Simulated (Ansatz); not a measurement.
# MoNH+ (octet): wave-function methods side by side, def2-SVP

One table from this session's results is given with a row withheld; the runs are named, their logs left out.

Program: Ansatz 0.2.0, Gaussian basis. Level of theory: def2-SVP, core rule «outside noble gas», up to 5 orbitals frozen. These are calculated values, not measurements.

Plan: UHF; CCSD(T) on ROHF; CCSD(T) on UHF; CISD as a restricted active space (open shells left free, so some higher excitations enter); CCSDT(Q) on ROHF; CCSDT(Q) on UHF.

21 further runs of the same task are left out: 3 for a known fault of the program, 7 that didn't finish, 11 set aside as unsound or not needed. Runs told in other sessions of the task aren't counted.

**What is computed**

The geometry is a PBE0/def2-TZVP stationary point (not a proven minimum) of the parent state, kept for this charge and spin. No spin-orbit coupling is included. Elements past krypton take def2 core potentials.

3 atoms, charge 1, spin multiplicity 8.

Atoms are counted from 1 here; the program's logs count them from 0.

Bond lengths: Mo1–N2 2.057 Å, N2–H3 1.028 Å. Angles: Mo1–N2–H3 115.2°.

As a file:

```xyz
3
charge 1, multiplicity 8
Mo    0.0000    0.0108    0.2823
N     0.0000   -0.1292   -1.7704
H     0.0000    0.7698   -2.2699
```

Set-up of the first run:

Contents of in.yaml:

```yaml
crystal:
  periodic: [false, false, false]
  atoms:
    - {symbol: Mo, position_ang: [0.000000, 0.010781, 0.282315]}
    - {symbol: N, position_ang: [0.000000, -0.129244, -1.770393]}
    - {symbol: H, position_ang: [0.000000, 0.769802, -2.269895]}
basis:
  gaussian: {orbitals: def2-SVP}
total_charge: 1
magnetization: {spin_polarized: true, initial_magnetization: 7}
hamiltonian: {xc: hf}
output: {orbitals: {seedname: orbitals}}
```

Run with:

```bash
> ansatz run in.yaml --threads 1 --pin off --events-out ev --progress --plain --max-ram 2393MiB
```

Steps of the session up to this table: UHF; CCSD(T) on ROHF; CCSD(T) on UHF; CISD as a restricted active space (open shells left free, so some higher excitations enter); CCSDT(Q) on ROHF; CCSDT(Q) on UHF.

One table of the session follows, with a row left open; its other results are not shown here.

| method | from RCCSDT(Q) (meV) |
| --- | --- |
| ROHF | +5078.1 |
| UHF | +4859.2 |
| RMP2 | +772.5 |
| UMP2 | +725.2 |
| RCCSD | +98.6 |
| UCCSD | +48.6 |
| RCCSD(T) | +18.2 |
| UCCSD(T) | -30.0 |
| RCCSDT | +3.2 |
| UCCSDT | ? |
| RCCSDT(Q) | 0 |
| UCCSDT(Q) | -48.3 |

Q: Estimate the row for UCCSDT from the others.

**Answer.** from RCCSDT(Q) (meV): -45.0. In the column «from RCCSDT(Q) (meV)» it lies between UCCSDT(Q) (-48.3) and UCCSD(T) (-30.0).

Not comparable, so not listed: CISD as a restricted active space (open shells left free, so some higher excitations enter) (they don't share determinant, frozen orbitals or solution with the rows shown, or repeat one).

Caveats from the session: Restricted and unrestricted rows rest on different reference determinants; a gap between their highest levels can come from leftover correlation error, from unlike frozen cores or from another state.
